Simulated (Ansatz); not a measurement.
# BiTe under changes of volume

One of the cells (33.725 Å³/atom); the others are scaled copies at fixed shape and fractional positions:

```xyz
2
Lattice="2.4227 1.3988 3.3173 -2.4227 1.3988 3.3173 0.0000 -2.7975 3.3173" Properties=species:S:1:pos:R:3 pbc="T T T"
Bi    0.0000    0.0000    4.9759
Te    0.0000    0.0000    0.0000
```

The cell comes from a database or a generator and needn't be the stable form of this composition.

* Program: Ansatz 0.2.0
* Functional: PBEsol
* Potentials or basis: all-electron LAPW, scalar-relativistic
* Cutoff: 174 eV (chosen from the basis error)
* Basis error allowed: 0.001 eV/atom
* k mesh: 7 × 7 × 7
* Occupations: fermi-dirac, width 0.05 eV
* Spin: no spin polarisation

```csv
volume (Å³/atom),energy over the lowest point (meV/atom),pressure (GPa)
31.701,1.14,0.9
32.376,0.00,-0.3
33.050,3.55,-1.4
33.725,11.28,-2.3
34.399,22.74,-3.1
35.074,37.52,-3.9
35.748,?,?
```

What does the run at 35.748 Å³/atom give?

Energy over the lowest point 55.25 meV/atom; pressure -4.5 GPa.

Worked out: A Birch-Murnaghan fit of order 3 (a polynomial in V^(-2/3)) to the other rows has its minimum at 32.19 Å³/atom with B0 = V·E''(V) = 55 GPa and B' = 4.5 at fixed shape and positions, which overstates the stiffness. It gives 55.24 meV/atom at 35.748 Å³/atom, against the run's 55.25, and -dE/dV = -4.5 GPa, against -4.5.

Energies are extrapolated to zero smearing.
